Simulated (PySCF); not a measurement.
# C₁₃H₁₀O₄: NMR shifts at several levels of theory

How much do the NMR shifts of C₁₃H₁₀O₄ (`CC(=O)Oc1ccc2cc(C(=O)O)ccc2c1`) depend on the level of theory, and what does each level cost?

The runs use PySCF 2.14.0, with density-fitted response routines of our own; the level of theory stands in each step. All values are computed, except where a source is named. Atoms are numbered from 0 throughout.

**1. Starting geometry**

27 atoms, charge 0, multiplicity 1; geometry from: GFN2-xTB.

Bonds of the start (Å): C0–C1 1.51, C1–O2 1.20, C1–O3 1.35, O3–C4 1.39, C4–C5 1.41, C5–C6 1.37, C6–C7 1.41, C7–C8 1.41, C8–C9 1.38, C9–C10 1.48, C10–O11 1.21, C10–O12 1.34, C9–C13 1.41, C13–C14 1.36, C14–C15 1.41, C15–C16 1.41, C16–C4 1.37, C15–C7 1.42, C0–H17 1.09, C0–H18 1.09, C0–H19 1.09, C5–H20 1.08, C6–H21 1.08, C8–H22 1.08, O12–H23 0.97, C13–H24 1.08, C14–H25 1.08, C16–H26 1.08.

**2. Geometry optimisation at PBE0-D3(BJ)/def2-SVP**

The job: settings as JSON, then the geometry in Å.

```
{"job": {"xc": "PBE0", "basis": "def2-SVP", "d3": "d3bj", "grid": 1, "kind": "geom"}, "charge": 0, "multiplicity": 1}
C      5.666860    -0.827100    -0.795260
C      4.423230    -0.316010    -0.119060
O      4.388620     0.246910     0.939100
O      3.344670    -0.589630    -0.878820
C      2.072870    -0.176440    -0.508120
C      1.827830     1.106230     0.015510
C      0.549520     1.474690     0.325060
C     -0.535150     0.595030     0.121810
C     -1.857480     0.955160     0.440950
C     -2.892390     0.074640     0.227540
C     -4.290630     0.419950     0.559760
O     -5.240170    -0.298020     0.364640
O     -4.423680     1.635800     1.116310
C     -2.637580    -1.201900    -0.320640
C     -1.365050    -1.574160    -0.636790
C     -0.281220    -0.692800    -0.424050
C      1.042960    -1.054960    -0.730430
H      6.460810    -0.935020    -0.062740
H      5.975350    -0.104310    -1.548630
H      5.465770    -1.773180    -1.289060
H      2.650950     1.783870     0.173750
H      0.353520     2.455880     0.731490
H     -2.055350     1.930950     0.857630
H     -5.358570     1.801010     1.313930
H     -3.476020    -1.863450    -0.475910
H     -1.164970    -2.550660    -1.052400
H      1.252430    -2.030280    -1.142560
```

What it wrote:

```text
step   0  E = -800.89879623  max force = 0.013632
step   1  E = -800.90070699  max force = 0.004521
step   2  E = -800.90061844  max force = 0.003929
step   3  E = -800.90087398  max force = 0.001161
step   4  E = -800.90087530  max force = 0.000940
step   5  E = -800.90088926  max force = 0.000504
step   6  E = -800.90089708  max force = 0.000526
step   7  E = -800.90090382  max force = 0.001073
step   8  E = -800.90091752  max force = 0.001249
step   9  E = -800.90093661  max force = 0.000782
step  10  E = -800.90095027  max force = 0.000423
optimisation converged
```

Run time: 8.6 min. Hardware: 8 threads of Arm Neoverse V1, shared host.

Along the way: (the energy doesn't fall at every step)

| step | energy from step 0 (eV) | largest force component (eV/Å) |
| --- | --- | --- |
| 0 | 0.0000 | 0.7010 |
| 1 | -0.0520 | 0.2325 |
| 2 | -0.0496 | 0.2020 |
| 3 | -0.0565 | 0.0597 |
| 4 | -0.0566 | 0.0483 |
| 5 | -0.0570 | 0.0259 |
| 6 | -0.0572 | 0.0270 |
| 7 | -0.0574 | 0.0552 |
| 8 | -0.0577 | 0.0642 |
| 9 | -0.0582 | 0.0402 |
| 10 | -0.0586 | 0.0218 |

Distances of close pairs at the start and the end, largest changes first:

| bond | before (Å) | after (Å) | change (Å) |
| --- | --- | --- | --- |
| C14–H25 | 1.080 | 1.093 | +0.013 |
| C6–H21 | 1.080 | 1.093 | +0.013 |
| C1–O3 | 1.347 | 1.360 | +0.012 |
| C13–H24 | 1.079 | 1.092 | +0.012 |
| C0–H18 | 1.089 | 1.101 | +0.012 |
| C16–H26 | 1.079 | 1.092 | +0.012 |
| C8–H22 | 1.079 | 1.091 | +0.012 |
| C0–H19 | 1.086 | 1.098 | +0.012 |

The end geometry stands in the next job.

| at the end point | value |
| --- | --- |
| point group (found at 0.08 Å tolerance) | C1 |
| rotational constants (GHz, main isotopes) | 1.795, 0.189, 0.174 |
| dipole moment (D) | 2.63 |

**3. Nuclear shieldings: PBE0/pcSseg-1**

The job: settings as JSON, then the geometry in Å.

```
{"job": {"kind": "nmr", "xc": "PBE0", "basis": "pcSseg-1", "pop": false}, "charge": 0, "multiplicity": 1}
C      5.645691    -0.950373    -0.831161
C      4.417341    -0.474149    -0.118443
O      4.376163    -0.006877     0.982167
O      3.326450    -0.632433    -0.914724
C      2.081042    -0.209966    -0.507654
C      1.874294     1.082857     0.028702
C      0.599009     1.478078     0.347324
C     -0.513477     0.620504     0.145280
C     -1.833419     1.017153     0.461884
C     -2.896414     0.163669     0.244354
C     -4.292608     0.553555     0.558718
O     -5.254617    -0.151223     0.379911
O     -4.394707     1.789321     1.069931
C     -2.674509    -1.128197    -0.297626
C     -1.404101    -1.537948    -0.611587
C     -0.290544    -0.680947    -0.401997
C      1.031767    -1.072335    -0.718674
H      6.468710    -1.046992    -0.114664
H      5.919212    -0.214018    -1.602563
H      5.454639    -1.904044    -1.340885
H      2.722659     1.746101     0.191401
H      0.426582     2.473633     0.763300
H     -2.011108     2.009768     0.879598
H     -5.338252     1.934467     1.234517
H     -3.539744    -1.775085    -0.453954
H     -1.231818    -2.533008    -1.028980
H      1.228888    -2.059313    -1.141166
```

Level: GIAO PBE0/pcSseg-1 NMR shielding, non-relativistic, gas phase.

What it wrote:

```text
coarse grid: 24664 points
cycle   1  E = -800.9158671473  dE =  3.556e+00  |g| = 1.265e+00  |ddm| = 5.555e+00
cycle   2  E = -800.2601333384  dE =  6.557e-01  |g| = 2.270e+00  |ddm| = 3.150e+00
cycle   3  E = -801.1890649394  dE = -9.289e-01  |g| = 4.024e-01  |ddm| = 2.306e+00
cycle   4  E = -801.2182081769  dE = -2.914e-02  |g| = 1.112e-01  |ddm| = 4.006e-01
cycle   5  E = -801.2200859123  dE = -1.878e-03  |g| = 3.337e-02  |ddm| = 9.082e-02
cycle   6  E = -801.2203275523  dE = -2.416e-04  |g| = 8.706e-03  |ddm| = 3.863e-02
cycle   7  E = -801.2203420800  dE = -1.453e-05  |g| = 3.674e-03  |ddm| = 1.122e-02
cycle   8  E = -801.2203451990  dE = -3.119e-06  |g| = 1.087e-03  |ddm| = 4.505e-03
final grid: 244256 points
cycle   9  E = -801.3623096749  dE = -4.510e-05  |g| = 1.730e-02  |ddm| = 8.417e-02
cycle  10  E = -801.3622207330  dE =  8.894e-05  |g| = 2.797e-02  |ddm| = 3.971e-02
cycle  11  E = -801.3623649836  dE = -1.443e-04  |g| = 3.666e-03  |ddm| = 2.541e-02
cycle  12  E = -801.3623675706  dE = -2.587e-06  |g| = 6.718e-04  |ddm| = 3.528e-03
cycle  13  E = -801.3623676490  dE = -7.844e-08  |g| = 1.882e-04  |ddm| = 7.013e-04
cycle  14  E = -801.3623676559  dE = -6.864e-09  |g| = 7.049e-05  |ddm| = 2.496e-04
cycle  15  E = -801.3623676568  dE = -9.181e-10  |g| = 2.743e-05  |ddm| = 8.206e-05
converged SCF energy = -801.3623676568

GIAO shielding tensors (ppm)
atom      isotropic    diamagn.    paramagn.     s11        s22        s33       span
  0 C      161.761     247.610     -85.849    139.952    153.796    191.536     51.584
  1 C       12.532     244.876    -232.344    -97.715     65.843     69.467    167.182
  2 O     -117.614     404.802    -522.416   -408.586   -232.484    288.227    696.813
  3 O       81.735     409.902    -328.167    -70.223    119.129    196.298    266.521
  4 C       27.993     265.934    -237.941    -67.919     40.693    111.205    179.124
  5 C       56.564     259.194    -202.631    -35.736     36.590    168.837    204.574
  6 C       48.524     254.129    -205.605    -51.483     38.912    158.142    209.625
  7 C       51.495     257.906    -206.411    -19.814    -16.368    190.666    210.480
  8 C       46.985     250.577    -203.592    -48.265     27.958    161.262    209.527
  9 C       55.672     259.781    -204.109    -37.287     44.699    159.604    196.891
 10 C       15.539     243.549    -228.010    -82.364     54.870     74.112    156.476
 11 O      -77.872     399.187    -477.060   -301.387   -216.754    284.524    585.911
 12 O      136.070     387.859    -251.790     -9.371    159.075    258.504    267.875
 13 C       50.767     251.717    -200.950    -56.602     31.306    177.597    234.199
 14 C       51.726     251.622    -199.896    -48.688     44.423    159.443    208.131
 15 C       44.342     257.643    -213.301    -28.161    -26.039    187.227    215.388
 16 C       61.978     252.318    -190.340    -19.293     54.089    151.139    170.432
 17 H       29.276      22.066       7.210     25.219     27.549     35.059      9.840
 18 H       28.755      24.715       4.040     25.777     27.202     33.286      7.509
 19 H       28.885      26.956       1.929     24.307     28.752     33.596      9.289
 20 H       23.462      34.058     -10.596     18.270     23.185     28.931     10.661
 21 H       23.217      33.999     -10.782     18.030     23.785     27.837      9.807
 22 H       22.475      33.847     -11.372     16.444     22.087     28.894     12.451
 23 H       25.332      24.687       0.645     20.989     21.284     33.723     12.734
 24 H       22.735      32.220      -9.485     17.516     23.261     27.427      9.911
 25 H       23.304      33.197      -9.893     18.005     23.905     28.001      9.996
 26 H       23.669      35.131     -11.461     18.100     23.830     29.077     10.977
```

Run time: 2 min. Hardware: 8 threads of Arm Neoverse V1, shared host.

Shifts follow as δ = σ(reference) − σ, with reference shieldings (ppm) from runs at the same level and on the same kind of geometry: ¹H TMS 31.27, ¹³C TMS 184.4, ¹⁷O H2O 334.6. The references are single molecules in the gas phase, so shifts against H2O, NH3, PH3, H3PO4 or CFCl3 are not on the usual liquid scales and can be off by tens of ppm. Atoms listed in one row are averaged.

| atoms | environment | σ (ppm) | δ (ppm) | δ scaled to CDCl3 |
| --- | --- | --- | --- | --- |
| C1 | ester carbonyl carbon | 12.5 | 171.9 | 166.4 |
| C10 | carboxylic acid carbon | 15.5 | 168.9 | 163.5 |
| C4 | aromatic carbon bearing oxygen | 28.0 | 156.4 | 151.4 |
| C15 | ring-fusion aromatic carbon | 44.3 | 140.1 | 135.5 |
| C8 | aromatic CH | 47.0 | 137.4 | 132.9 |
| C6 | aromatic CH | 48.5 | 135.9 | 131.4 |
| C13 | aromatic CH | 50.8 | 133.6 | 129.3 |
| C7 | ring-fusion aromatic carbon | 51.5 | 132.9 | 128.6 |
| C14 | aromatic CH | 51.7 | 132.7 | 128.3 |
| C9 | substituted aromatic carbon | 55.7 | 128.7 | 124.5 |
| C5 | aromatic CH | 56.6 | 127.8 | 123.6 |
| C16 | aromatic CH | 62.0 | 122.4 | 118.4 |
| C0 | methyl carbon α to a carbonyl | 161.8 | 22.6 | 21.5 |
| H22 | hydrogen on an aromatic CH | 22.48 | 8.79 | 8.55 |
| H24 | hydrogen on an aromatic CH | 22.73 | 8.53 | 8.30 |
| H21 | hydrogen on an aromatic CH | 23.22 | 8.05 | 7.85 |
| H25 | hydrogen on an aromatic CH | 23.30 | 7.96 | 7.76 |
| H20 | hydrogen on an aromatic CH | 23.46 | 7.81 | 7.61 |
| H26 | hydrogen on an aromatic CH | 23.67 | 7.60 | 7.42 |
| H23 | hydrogen on an acid hydroxyl oxygen | 25.33 | 5.94 | – |
| H17, H18, H19 | hydrogen on a methyl carbon α to a carbonyl | 28.97 | 2.30 | 2.39 |
| O2 | ester carbonyl oxygen | -117.6 | 452.2 | – |
| O11 | carbonyl oxygen | -77.9 | 412.4 | – |
| O3 | ester alkoxy oxygen | 81.7 | 252.8 | – |
| O12 | acid hydroxyl oxygen | 136.1 | 198.5 | – |

The scaled column applies a straight-line fit of computed shieldings to shifts measured in CDCl3 (root-mean-square error 0.21 ppm for H, 2.0 ppm for C).

Ring of atoms C4, C5, C6, C7, C15, C16: NICS(0) -9.7, NICS(1) -11.4, NICS(1)zz -27.4 ppm (means of both faces).

Ring of atoms C7, C8, C9, C13, C14, C15: NICS(0) -8.6, NICS(1) -11.4, NICS(1)zz -27.0 ppm (means of both faces).

**4. Shielding tensors: PBE/pcSseg-1**

Settings changed since step 3:

```diff
@@ -1,2 +1,2 @@
-{"job": {"kind": "nmr", "xc": "PBE0", "basis": "pcSseg-1", "pop": false}, "charge": 0, "multiplicity": 1}
+{"job": {"kind": "nmr", "xc": "PBE", "basis": "pcSseg-1", "pop": false}, "charge": 0, "multiplicity": 1}
 C      5.645691    -0.950373    -0.831161
```

Level: GIAO PBE/pcSseg-1 NMR shielding, non-relativistic, gas phase.

What it wrote:

```text
coarse grid: 24664 points
cycle   1  E = -800.7583948888  dE =  2.987e+00  |g| = 1.440e+00  |ddm| = 5.662e+00
cycle   2  E = -799.0466470831  dE =  1.712e+00  |g| = 3.212e+00  |ddm| = 4.786e+00
cycle   3  E = -800.9911378659  dE = -1.944e+00  |g| = 8.894e-01  |ddm| = 4.004e+00
cycle   4  E = -801.1458772060  dE = -1.547e-01  |g| = 2.126e-01  |ddm| = 8.763e-01
cycle   5  E = -801.1510072040  dE = -5.130e-03  |g| = 1.140e-01  |ddm| = 2.260e-01
cycle   6  E = -801.1536831996  dE = -2.676e-03  |g| = 3.918e-02  |ddm| = 1.420e-01
cycle   7  E = -801.1540458639  dE = -3.627e-04  |g| = 1.584e-02  |ddm| = 5.452e-02
cycle   8  E = -801.1541075294  dE = -6.167e-05  |g| = 4.941e-03  |ddm| = 2.032e-02
cycle   9  E = -801.1541126085  dE = -5.079e-06  |g| = 1.871e-03  |ddm| = 6.110e-03
final grid: 244256 points
cycle  10  E = -801.3464954786  dE = -8.691e-06  |g| = 2.837e-02  |ddm| = 1.196e-01
cycle  11  E = -801.3458763418  dE =  6.191e-04  |g| = 6.291e-02  |ddm| = 7.989e-02
cycle  12  E = -801.3466308613  dE = -7.545e-04  |g| = 1.167e-02  |ddm| = 5.818e-02
cycle  13  E = -801.3466568282  dE = -2.597e-05  |g| = 2.098e-03  |ddm| = 9.934e-03
cycle  14  E = -801.3466576124  dE = -7.842e-07  |g| = 5.455e-04  |ddm| = 2.221e-03
cycle  15  E = -801.3466576654  dE = -5.298e-08  |g| = 2.845e-04  |ddm| = 7.924e-04
cycle  16  E = -801.3466576855  dE = -2.009e-08  |g| = 7.487e-05  |ddm| = 3.673e-04
cycle  17  E = -801.3466576869  dE = -1.365e-09  |g| = 2.731e-05  |ddm| = 1.033e-04
cycle  18  E = -801.3466576870  dE = -1.623e-10  |g| = 1.165e-05  |ddm| = 3.726e-05
converged SCF energy = -801.3466576870

GIAO shielding tensors (ppm)
atom      isotropic    diamagn.    paramagn.     s11        s22        s33       span
  0 C      157.837     248.301     -90.465    134.971    150.350    188.190     53.219
  1 C       11.924     245.874    -233.950    -92.460     59.052     69.181    161.641
  2 O     -111.410     405.509    -516.919   -385.987   -222.413    274.170    660.157
  3 O       62.837     409.583    -346.747    -87.449     97.614    178.345    265.794
  4 C       25.233     265.906    -240.674    -62.988     35.153    103.533    166.520
  5 C       54.499     258.654    -204.155    -34.128     34.558    163.068    197.196
  6 C       46.548     253.753    -207.206    -48.275     36.767    151.151    199.425
  7 C       48.959     257.212    -208.253    -21.379    -16.362    184.618    205.997
  8 C       45.971     250.326    -204.355    -43.696     27.425    154.184    197.881
  9 C       52.922     259.045    -206.123    -36.473     41.200    154.040    190.512
 10 C       14.950     244.011    -229.060    -77.503     54.435     67.919    145.422
 11 O      -78.096     400.603    -478.699   -292.096   -212.408    270.215    562.311
 12 O      123.695     386.659    -262.963    -18.326    143.261    246.151    264.477
 13 C       49.239     250.758    -201.519    -53.738     29.967    171.488    225.226
 14 C       48.887     251.292    -202.405    -46.834     41.195    152.300    199.134
 15 C       42.852     256.889    -214.037    -28.389    -24.018    180.963    209.352
 16 C       59.538     252.037    -192.499    -17.382     51.254    144.743    162.125
 17 H       29.310      22.145       7.165     25.497     27.689     34.745      9.249
 18 H       28.693      25.026       3.667     25.860     27.303     32.916      7.056
 19 H       28.832      27.421       1.411     24.392     28.823     33.283      8.891
 20 H       23.493      34.116     -10.623     18.554     22.965     28.961     10.407
 21 H       23.336      34.222     -10.886     18.479     23.694     27.836      9.358
 22 H       22.622      34.292     -11.670     16.875     22.100     28.892     12.017
 23 H       25.494      25.127       0.366     20.984     22.411     33.086     12.102
 24 H       22.850      32.274      -9.424     17.963     23.161     27.425      9.462
 25 H       23.399      33.456     -10.056     18.464     23.742     27.992      9.529
 26 H       23.822      35.431     -11.609     18.688     23.743     29.036     10.348
```

Wall time 68 s (8 threads of Arm Neoverse V1, shared host).

Key values: δ C1 168.1, C10 165.1, C4 154.8, C15 137.2, H22 8.57, H24 8.35 ppm.

**5. NMR shieldings: wB97X-D/pcSseg-1**

Settings changed since step 4:

```diff
@@ -1,2 +1,2 @@
-{"job": {"kind": "nmr", "xc": "PBE", "basis": "pcSseg-1", "pop": false}, "charge": 0, "multiplicity": 1}
+{"job": {"kind": "nmr", "xc": "wB97X-D", "basis": "pcSseg-1", "pop": false}, "charge": 0, "multiplicity": 1}
 C      5.645691    -0.950373    -0.831161
```

Level: GIAO wB97X-D/pcSseg-1 NMR shielding, non-relativistic, gas phase.

What it wrote:

```text
coarse grid: 24664 points
cycle   1  E = -801.4800769242  dE =  4.230e+00  |g| = 1.354e+00  |ddm| = 5.512e+00
cycle   2  E = -801.2465212168  dE =  2.336e-01  |g| = 1.858e+00  |ddm| = 2.600e+00
cycle   3  E = -801.8289910219  dE = -5.825e-01  |g| = 2.241e-01  |ddm| = 1.597e+00
cycle   4  E = -801.8365645774  dE = -7.574e-03  |g| = 9.956e-02  |ddm| = 2.200e-01
cycle   5  E = -801.8382735174  dE = -1.709e-03  |g| = 1.696e-02  |ddm| = 8.875e-02
cycle   6  E = -801.8383446186  dE = -7.110e-05  |g| = 6.451e-03  |ddm| = 2.648e-02
cycle   7  E = -801.8383564981  dE = -1.188e-05  |g| = 2.002e-03  |ddm| = 9.369e-03
cycle   8  E = -801.8383583084  dE = -1.810e-06  |g| = 9.928e-04  |ddm| = 4.039e-03
final grid: 244256 points
cycle   9  E = -801.9842113982  dE = -2.677e-04  |g| = 4.882e-03  |ddm| = 1.015e-01
cycle  10  E = -801.9842160738  dE = -4.676e-06  |g| = 3.409e-03  |ddm| = 1.212e-02
cycle  11  E = -801.9842180961  dE = -2.022e-06  |g| = 1.300e-03  |ddm| = 3.467e-03
cycle  12  E = -801.9842183766  dE = -2.805e-07  |g| = 6.292e-04  |ddm| = 1.872e-03
cycle  13  E = -801.9842184559  dE = -7.928e-08  |g| = 1.027e-04  |ddm| = 5.753e-04
cycle  14  E = -801.9842184593  dE = -3.384e-09  |g| = 5.707e-05  |ddm| = 1.776e-04
cycle  15  E = -801.9842184605  dE = -1.193e-09  |g| = 1.696e-05  |ddm| = 1.024e-04
cycle  16  E = -801.9842184606  dE = -1.678e-10  |g| = 6.303e-06  |ddm| = 3.588e-05
converged SCF energy = -801.9842184606

GIAO shielding tensors (ppm)
atom      isotropic    diamagn.    paramagn.     s11        s22        s33       span
  0 C      161.005     247.123     -86.118    138.958    153.204    190.851     51.893
  1 C       11.498     244.756    -233.258    -99.700     65.614     68.581    168.281
  2 O     -115.967     405.355    -521.322   -409.024   -230.964    292.087    701.111
  3 O       89.849     410.486    -320.636    -61.074    128.815    201.806    262.880
  4 C       26.774     266.387    -239.613    -72.964     41.960    111.327    184.291
  5 C       55.479     260.243    -204.764    -38.877     36.511    168.802    207.679
  6 C       47.570     255.264    -207.694    -54.989     38.906    158.793    213.781
  7 C       50.416     258.863    -208.447    -22.186    -16.943    190.376    212.562
  8 C       45.427     252.086    -206.659    -52.823     27.520    161.582    214.405
  9 C       54.458     260.506    -206.048    -40.927     45.324    158.976    199.903
 10 C       14.116     244.166    -230.050    -84.988     53.694     73.642    158.630
 11 O      -74.698     399.521    -474.219   -297.571   -213.071    286.549    584.121
 12 O      138.652     388.511    -249.859     -6.641    160.310    262.287    268.928
 13 C       49.426     252.793    -203.367    -60.411     31.026    177.663    238.074
 14 C       51.163     252.711    -201.548    -51.547     44.898    160.138    211.685
 15 C       42.502     258.701    -216.199    -31.191    -28.477    187.174    218.365
 16 C       61.434     253.895    -192.461    -21.917     54.979    151.240    173.158
 17 H       29.370      21.923       7.447     25.288     27.666     35.156      9.867
 18 H       28.873      24.715       4.158     25.920     27.316     33.384      7.464
 19 H       29.001      26.982       2.019     24.451     28.882     33.671      9.220
 20 H       23.569      34.237     -10.668     18.427     23.255     29.023     10.596
 21 H       23.313      34.094     -10.781     18.155     23.837     27.949      9.794
 22 H       22.546      33.855     -11.308     16.564     22.098     28.978     12.414
 23 H       25.364      24.148       1.216     21.093     21.150     33.850     12.757
 24 H       22.822      32.226      -9.404     17.626     23.300     27.540      9.914
 25 H       23.408      33.262      -9.855     18.116     23.983     28.123     10.007
 26 H       23.752      35.186     -11.435     18.165     23.882     29.208     11.043
```

Wall time 2.7 min (8 threads of Arm Neoverse V1, shared host).

This run: δ C1 173.0, C10 170.4, C4 157.8, C15 142.0, H22 8.83, H24 8.56 ppm.

(Part 1 of 2 ends here.)
